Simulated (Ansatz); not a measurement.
# Al₂Cl₇−: geometry and frequencies at several levels

Wanted for Al₂Cl₇−: geometry and frequencies at several levels. Charge -1.

Program: Ansatz 0.2.0. Level of theory: the levels named in each step. These are calculated values, not measurements.

## Step 1: The starting structure

Bond lengths: Cl1–Al2 2.080 Å, Al2–Cl3 2.078 Å, Al2–Cl4 2.076 Å, Al2–Cl5 2.188 Å, Cl5–Al6 2.188 Å, Al6–Cl7 2.080 Å, Al6–Cl8 2.078 Å, Al6–Cl9 2.076 Å. Angles: Cl1–Al2–Cl3 113.9°, Cl1–Al2–Cl4 113.9°, Cl1–Al2–Cl5 104.9°, Cl3–Al2–Cl4 114.0°, Cl3–Al2–Cl5 104.1°, Cl4–Al2–Cl5 104.6°, Al2–Cl5–Al6 179.1°, Cl5–Al6–Cl7 104.9°, Cl5–Al6–Cl8 104.1°, Cl5–Al6–Cl9 104.5°, Cl7–Al6–Cl8 113.9°, Cl7–Al6–Cl9 113.9°, Cl8–Al6–Cl9 114.0°.

As a file:

```xyz
9

Cl    2.9174   -0.3329   -1.6623
Al    2.1392    0.4472    0.1013
Cl    2.7951   -0.5303    1.8142
Cl    2.2354    2.5178    0.2216
Cl   -0.0005   -0.0032    0.0180
Al   -2.1393   -0.4472   -0.0999
Cl   -2.7893    0.5059   -1.8300
Cl   -2.9221    0.3587    1.6486
Cl   -2.2365   -2.5192   -0.1920
```

## Step 2: A rough first relaxation, PBE-D4/def2-SVPD

input.yaml

```yaml
crystal:
  periodic: [false, false, false]
  atoms:
    - { symbol: Cl, position_ang: [2.91739, -0.33288, -1.66231] }
    - { symbol: Al, position_ang: [2.1392, 0.44718, 0.10129] }
    - { symbol: Cl, position_ang: [2.79511, -0.53026, 1.81423] }
    - { symbol: Cl, position_ang: [2.23541, 2.51776, 0.22157] }
    - { symbol: Cl, position_ang: [-0.00047, -0.00317, 0.01796] }
    - { symbol: Al, position_ang: [-2.13925, -0.44725, -0.09995] }
    - { symbol: Cl, position_ang: [-2.78931, 0.50594, -1.83004] }
    - { symbol: Cl, position_ang: [-2.92211, 0.35867, 1.6486] }
    - { symbol: Cl, position_ang: [-2.23649, -2.51922, -0.19204] }
total_charge: -1
basis:
  gaussian: { orbitals: def2-SVPD }
hamiltonian:
  xc: pbe
  dispersion: d4
relax:
  f_tol: 0.03
  max_steps: 200
```

On the command line:

```bash
$ ansatz run input.yaml --threads 4 --pin off --max-ram 10240MiB --backend cpu --events-out ev --progress --plain --runs-dir out
```

Further steps of the session: Relaxation, PBE0-D4/def2-TZVPD; Relaxation, PBE0-D4/def2-SVPD; Frequencies, PBE0-D4/def2-SVPD.

Q: Predict the outcome of this session. Wanted: Cl1–Al2 at PBE0-D4/def2-SVPD; Al2–Cl3 at PBE0-D4/def2-SVPD; Al2–Cl4 at PBE0-D4/def2-SVPD; frequencies at PBE0-D4/def2-SVPD.

The runs gave:

| quantity | value |
| --- | --- |
| Cl1–Al2 at PBE0-D4/def2-SVPD | 2.128 Å |
| Al2–Cl3 at PBE0-D4/def2-SVPD | 2.144 Å |
| Al2–Cl4 at PBE0-D4/def2-SVPD | 2.133 Å |
| frequencies at PBE0-D4/def2-SVPD | 20 to 558 cm⁻¹ |

**Reading.** The Cl–Al distance spreads over 0.015 Å, from PBE0-D4/def2-TZVPD (shortest) to PBE0-D4/def2-SVPD. No mode is imaginary, so the geometry is a minimum.
